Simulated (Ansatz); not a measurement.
Predict the output of the script below (Ansatz 0.2.0 through its Python package).

Script `run_edit.py`:
```python
"""Keys set on an Input object, for Zr2Al."""

import ansatz as az
from pymatgen.core import Lattice, Structure
from pymatgen.io.ase import AseAtomsAdaptor

pmg_structure = Structure(
    Lattice([(-3.423444, 3.423444, 2.688517), (3.423444, -3.423444, 2.688517), (3.423444, 3.423444, -2.688517)]),
    ["Zr", "Zr", "Zr", "Zr", "Al", "Al"],
    [
        (0.348599, 0.151401, 0.5),
        (0.848599, 0.348599, 0.197198),
        (0.651401, 0.848599, 0.5),
        (0.151401, 0.651401, 0.802802),
        (0.25, 0.25, 0.0),
        (0.75, 0.75, 0.0),
    ],
)
system = az.Crystal.from_ase(AseAtomsAdaptor.get_atoms(pmg_structure))

calculation = (
    system.calculation()
    .functional(az.Functional.R2SCAN, dispersion="d3bjatm")
    .basis(380)  # cutoff of the orbital basis
    .kpoints(mesh=(4, 4, 4), shift=0.5)
    .occupations("Gaussian")  # the run then minimises F = E - TS
    .band_table()  # levels at the mesh points
)
typed = calculation.input()
rows = []
for value in [2, 5, 10]:
    edited = typed.set(az.key.scf.mixing.ndim, value)
    summary = az.Session.from_dict(edited).plan().execute().report
    rows.append((value, summary["free_energy_ev"], summary["n_iterations"], len(summary["eigenvalues_ev"][0]) if "eigenvalues_ev" in summary else 0))
lines = [",".join(["history", "F eV", "iterations", "bands listed"])] + [",".join(f"{v:.4f}" if isinstance(v, float) else str(v) for v in row) for row in rows]
print("\n".join(lines))
with open("edit.csv", "w") as handle:
    handle.write("\n".join(lines) + "\n")
print(edited.to_yaml())
```

```console
$ python run_edit.py
DeckWarning: basis.ecutwfc = 380 eV is below the records' recommended 500 eV, and the density's cutoff is lower with it unless basis.ecutrho_ratio is high enough to keep the records' density cutoff: compare with a run at a higher cutoff
history,F eV,iterations,bands listed
2,-17864.1906,7,33
5,-17864.1906,7,33
10,-17864.1906,7,33
crystal:
  lattice:
    - [-3.423444, 3.423444, 2.688517]
    - [3.423444, -3.423444, 2.688517]
    - [3.423444, 3.423444, -2.688517]
  atoms:
    - { symbol: Zr, position: [0.348599, 0.151401, 0.5] }
    - { symbol: Zr, position: [0.848599, 0.348599, 0.197198] }
    - { symbol: Zr, position: [0.6514009999999999, 0.8485989999999999, 0.5] }
    - { symbol: Zr, position: [0.151401, 0.651401, 0.802802] }
    - { symbol: Al, position: [0.25, 0.25, 0.0] }
    - { symbol: Al, position: [0.7499999999999999, 0.7499999999999999, 0.0] }
basis:
  ecutwfc: 380.0
kpoints:
  mp_grid:
    grid: [4, 4, 4]
    shift: [0.5, 0.5, 0.5]
hamiltonian:
  xc: r2scan
  dispersion: d3bjatm
scf:
  occupations:
    method: gaussian
  mixing:
    ndim: 10
output:
  eigenvalues: true
```
(Warnings from the package without file and line.)

These settings explore the input space; cutoff and mesh may be short of convergence. The cutoff lies under the one recommended for these potentials. Dispersion corrections can be off by several per cent in the lattices of metals, and by several GPa in the pressure at a fixed cell. The mesh is modest for a metal, so energies can be off by several to tens of meV an atom and pressures by half a GPa or more; differences at equal mesh fare better. This cell is a computed structure, which may not be the phase found in nature. Wall time of the script: 28 s on 1 thread of AMD EPYC 7R43 64-Core Processor (Zen 3), with other jobs on the host, peak memory 0.63 GiB.
